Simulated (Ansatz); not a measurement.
# C₃H₁₁MoN₃O: up Jacob's ladder to CCSD(T)

An exercise on one series of results from a longer session: the logs are not shown, and one member is left open.

Method: functionals in def2-TZVPP, the program's frozen cores in correlated methods; program: Ansatz 0.2.0, Gaussian basis.

Levels to be run: LDA (SPW92), PBE-D4, revPBE-D4, BLYP-D4, r2SCAN-D4, B97M-V, PBE0-D4, B3LYP-D4, r2SCANh-D4, r2SCAN0-D4, HSE06-D4, BHLYP-D4, CAM-B3LYP-D4, LC-ωPBE, ωB97X-V, ωB97M-V, B2PLYP, PBE-QIDH; CCSD(T)/def2-SVP; CCSD(T)/def2-TZVPP; MP2/def2-QZVPP; extrapolation to the limit; RPA on PBE.

## Structure used throughout

All runs share one geometry, relaxed beforehand with PBE0-D4 in a triple-zeta def2 set. Mo takes the def2 core potential; no spin-orbit term is included.

SMILES `C[N]=[Mo]([NH2])(=[N]C)[O]C`, 19 atoms, charge 0, spin multiplicity 1.

Atoms are counted from 1 here; the program's logs count them from 0.

Bond lengths: C1–N2 1.417 Å, C1–H9 1.096 Å, C1–H10 1.096 Å, C1–H11 1.096 Å, N2–Mo3 1.731 Å, Mo3–N4 1.953 Å, Mo3–N5 1.733 Å, Mo3–O7 1.897 Å, N4–H12 1.008 Å, N4–H13 1.008 Å, N5–C6 1.419 Å, C6–H14 1.096 Å, C6–H15 1.096 Å, C6–H16 1.096 Å, O7–C8 1.399 Å, C8–H17 1.097 Å, C8–H18 1.095 Å, C8–H19 1.097 Å. Angles: N2–C1–H9 110.4°, N2–C1–H10 111.9°, N2–C1–H11 110.6°, H9–C1–H10 107.9°, H9–C1–H11 107.7°, H10–C1–H11 108.2°, C1–N2–Mo3 162.0°, N2–Mo3–N4 107.7°, N2–Mo3–N5 111.7°, N2–Mo3–O7 107.9°, N4–Mo3–N5 106.5°, N4–Mo3–O7 113.8°, N5–Mo3–O7 109.2°, Mo3–N4–H12 123.2°, Mo3–N4–H13 123.0°, H12–N4–H13 110.8°, Mo3–N5–C6 159.0°, N5–C6–H14 110.6° and more.

The first run:

The input, in.yaml:

```yaml
crystal:
  periodic: [false, false, false]
  atoms:
    - {symbol: C, position_ang: [1.125216, -0.942779, -2.644794]}
    - {symbol: N, position_ang: [1.031111, -0.722064, -1.248519]}
    - {symbol: Mo, position_ang: [0.531994, -0.109414, 0.291544]}
    - {symbol: N, position_ang: [2.063369, 0.796159, 1.096427]}
    - {symbol: N, position_ang: [-0.717360, 1.081604, 0.134583]}
    - {symbol: C, position_ang: [-1.655862, 1.942238, -0.490864]}
    - {symbol: O, position_ang: [-0.121214, -1.566002, 1.315877]}
    - {symbol: C, position_ang: [-1.064619, -1.568306, 2.349156]}
    - {symbol: H, position_ang: [2.142987, -0.736601, -2.995925]}
    - {symbol: H, position_ang: [0.437520, -0.301070, -3.207197]}
    - {symbol: H, position_ang: [0.894500, -1.986591, -2.886850]}
    - {symbol: H, position_ang: [3.017522, 0.610398, 0.829383]}
    - {symbol: H, position_ang: [1.990453, 1.681750, 1.572046]}
    - {symbol: H, position_ang: [-2.672436, 1.717518, -0.149270]}
    - {symbol: H, position_ang: [-1.632719, 1.848936, -1.582245]}
    - {symbol: H, position_ang: [-1.443917, 2.986454, -0.233783]}
    - {symbol: H, position_ang: [-0.579630, -1.399761, 3.318241]}
    - {symbol: H, position_ang: [-1.561926, -2.543700, 2.381563]}
    - {symbol: H, position_ang: [-1.826890, -0.792867, 2.207126]}
basis:
  gaussian: {orbitals: def2-TZVPP}
hamiltonian: {xc: lda}
output: {orbitals: {seedname: orbitals}}
```

Launch:

```bash
$ ansatz run in.yaml --threads 4 --pin off --events-out ev --progress --plain --max-ram 66560MiB --backend cuda --devices 0, --max-vram 37GiB
```

Steps of the session up to this table: LDA; PBE-D4 (GGA); revPBE-D4 (GGA); BLYP-D4 (GGA); r2SCAN-D4 (meta-GGA); B97M-V (meta-GGA); PBE0-D4 (hybrid); B3LYP-D4 (hybrid); r2SCANh-D4 (hybrid); r2SCAN0-D4 (hybrid); HSE06-D4 (hybrid); BHLYP-D4 (hybrid); CAM-B3LYP-D4 (range-separated); LC-ωPBE (range-separated); ωB97X-V (range-separated); ωB97M-V (range-separated); B2PLYP (double hybrid); PBE-QIDH (double hybrid).

One table of the session follows, with a row left open; its other results are not shown here.

It belongs to the step «Frontier levels by functional». 

```
  functional  HOMO (eV)  gap (eV)
 LDA (SPW92)      -5.46      3.99
      PBE-D4      -5.31      4.00
   revPBE-D4      -5.25      4.00
     BLYP-D4      -5.20      3.98
   r2SCAN-D4      -5.55      4.33
      B97M-V      -5.64      4.42
     PBE0-D4      -6.57      6.02
    B3LYP-D4      -6.36      5.59
  r2SCANh-D4      -6.03      5.09
  r2SCAN0-D4      -6.74      6.24
    HSE06-D4      -6.17      5.25
    BHLYP-D4      -7.72      8.04
CAM-B3LYP-D4      -7.88      8.35
     LC-ωPBE          ?         ?
     ωB97X-V      -8.84     10.31
     ωB97M-V      -8.77      9.96
```

Estimate the missing values for LC-ωPBE.

The run gave: HOMO (eV): -9.16; gap (eV): 10.74. In the column «HOMO (eV)» it is the lowest.
